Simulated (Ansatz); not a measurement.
# BBrH3OSi radical: a ladder of functionals and wavefunction methods

The task here is to estimate one member of a computed series from the others.

Computed with Ansatz 0.2.0, Gaussian basis. Level: functionals in def2-TZVPP, the program's frozen cores in correlated methods.

Levels to be run: LDA (SPW92), PBE-D4, revPBE-D4, BLYP-D4, r2SCAN-D4, B97M-V, PBE0-D4, B3LYP-D4, r2SCANh-D4, r2SCAN0-D4, HSE06-D4, BHLYP-D4, CAM-B3LYP-D4, LC-ωPBE, ωB97X-V, ωB97M-V, B2PLYP, PBE-QIDH; CCSD(T)/def2-SVP; CCSD(T)/def2-TZVPP; MP2/def2-QZVPP; extrapolation to the limit; RPA on PBE.

### The relaxed structure

The geometry comes from an earlier relaxation with PBE0-D4 in a triple-zeta def2 set; it is a stationary point, not always the lowest conformer.

SMILES `[SiH3]O[B]Br`, 7 atoms, charge 0, spin multiplicity 2.

Atoms are counted from 1 here; the program's logs count them from 0.

Bond lengths: Si1–O2 1.677 Å, Si1–H5 1.480 Å, Si1–H6 1.478 Å, Si1–H7 1.480 Å, O2–B3 1.316 Å, B3–Br4 1.934 Å. Angles: O2–Si1–H5 109.0°, O2–Si1–H6 105.7°, O2–Si1–H7 109.0°, H5–Si1–H6 111.0°, H5–Si1–H7 111.0°, H6–Si1–H7 111.0°, Si1–O2–B3 135.5°, O2–B3–Br4 124.7°.

Set-up of the first run:

Contents of in.yaml:

```yaml
crystal:
  periodic: [false, false, false]
  atoms:
    - {symbol: Si, position_ang: [0.147356, 0.893463, -0.014552]}
    - {symbol: O, position_ang: [-0.619925, -0.365439, 0.784822]}
    - {symbol: B, position_ang: [-0.696596, -1.669645, 0.627005]}
    - {symbol: Br, position_ang: [0.183360, -2.661939, -0.781144]}
    - {symbol: H, position_ang: [-0.341588, 0.946544, -1.410838]}
    - {symbol: H, position_ang: [-0.221322, 2.120332, 0.722856]}
    - {symbol: H, position_ang: [1.610014, 0.668684, 0.026051]}
basis:
  gaussian: {orbitals: def2-TZVPP}
magnetization: {spin_polarized: true, initial_magnetization: 1}
hamiltonian: {xc: lda}
output: {orbitals: {seedname: orbitals}}
```

Launch:

```
> ansatz run in.yaml --threads 4 --pin off --events-out ev --progress --plain --max-ram 10444MiB
```

Among the steps run: LDA; PBE-D4 (GGA); revPBE-D4 (GGA); BLYP-D4 (GGA); r2SCAN-D4 (meta-GGA); B97M-V (meta-GGA); B3LYP-D4 (hybrid); r2SCANh-D4 (hybrid); r2SCAN0-D4 (hybrid); HSE06-D4 (hybrid); BHLYP-D4 (hybrid); CAM-B3LYP-D4 (range-separated); LC-ωPBE (range-separated); ωB97X-V (range-separated); ωB97M-V (range-separated); B2PLYP (double hybrid); PBE-QIDH (double hybrid).

One table of the session follows, with a row left open; its other results are not shown here.

It belongs to the step «Frontier levels by functional». 

```
  functional  HOMO (eV)  LUMO (eV)  gap (eV)
 LDA (SPW92)      -4.78      -3.23      1.55
      PBE-D4      -4.81      -2.73      2.08
   revPBE-D4          ?          ?         ?
     BLYP-D4      -4.61      -2.82      1.79
   r2SCAN-D4      -5.21      -2.10      3.11
      B97M-V      -4.91      -2.85      2.06
     PBE0-D4      -6.05      -1.74      4.32
    B3LYP-D4      -5.75      -2.21      3.54
  r2SCANh-D4      -5.67      -1.81      3.86
  r2SCAN0-D4      -6.35      -1.38      4.98
    HSE06-D4      -5.66      -2.12      3.54
    BHLYP-D4      -7.14      -0.99      6.14
CAM-B3LYP-D4      -7.30      -0.94      6.36
     LC-ωPBE      -8.74       0.57      9.32
     ωB97X-V      -8.22      -0.04      8.19
     ωB97M-V      -7.87      -0.26      7.61
```

**Question.** Estimate the row for revPBE-D4.

**Answer.** HOMO (eV): -4.79; LUMO (eV): -2.58; gap (eV): 2.20. In the column «HOMO (eV)» it lies between PBE-D4 (-4.81) and LDA (SPW92) (-4.78).
